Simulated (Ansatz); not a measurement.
The system is WAu.

```
CELL_PARAMETERS angstrom
0.00000 2.74798 2.74798
2.74798 0.00000 2.74798
2.74798 2.74798 0.00000
ATOMIC_POSITIONS crystal
W 0.00000 0.00000 0.00000
Au 0.75000 0.75000 0.75000
```

The cell was built by a generator and needn't be a form met in nature.

- Program: Ansatz 0.2.0
- Task: relaxation of cell and atoms
- Functional: RPBE
- Potentials or basis: Ansatz PAW
- Cutoff: 420 eV (not typed: the program's choice for these potentials)
- k mesh: 8 × 8 × 8
- Occupations: fermi-dirac, width 0.05 eV
- Spin: no spin polarisation

At the start: volume 20.75 Å³/atom.

Task: Where does the relaxation end?

Result: It ends after 5 steps and the volume is 25.09 Å³/atom (+20.9 %); space group F-43m (No. 216, to 0.05 Å).

The path:
```
step  energy change (eV)  largest force (eV/Å)  volume (Å³)
   1              0.0000                0.0000        41.50
   2             -0.7557                0.0000        47.87
   3             -0.7942                0.0000        49.48
   4             -0.7975                0.0000        50.19
   5             -0.8010                0.0000        50.19
```

Final structure:
```xyz
2
Lattice="0.0000 2.9276 2.9276 2.9276 0.0000 2.9276 2.9276 2.9276 0.0000" Properties=species:S:1:pos:R:3 pbc="T T T"
W     0.0000    0.0000    0.0000
Au    4.3914    4.3914    4.3914
```

Caveat: the volume moved by over 15 % at a fixed basis, so the end points are rough; the plane-wave basis is chosen anew once the cell has moved, so the energies of steps on either side of that aren't comparable; the PAW data sets come from PBE, with cores solved anew for the run's functional, which leaves a small shift of forces and pressure.
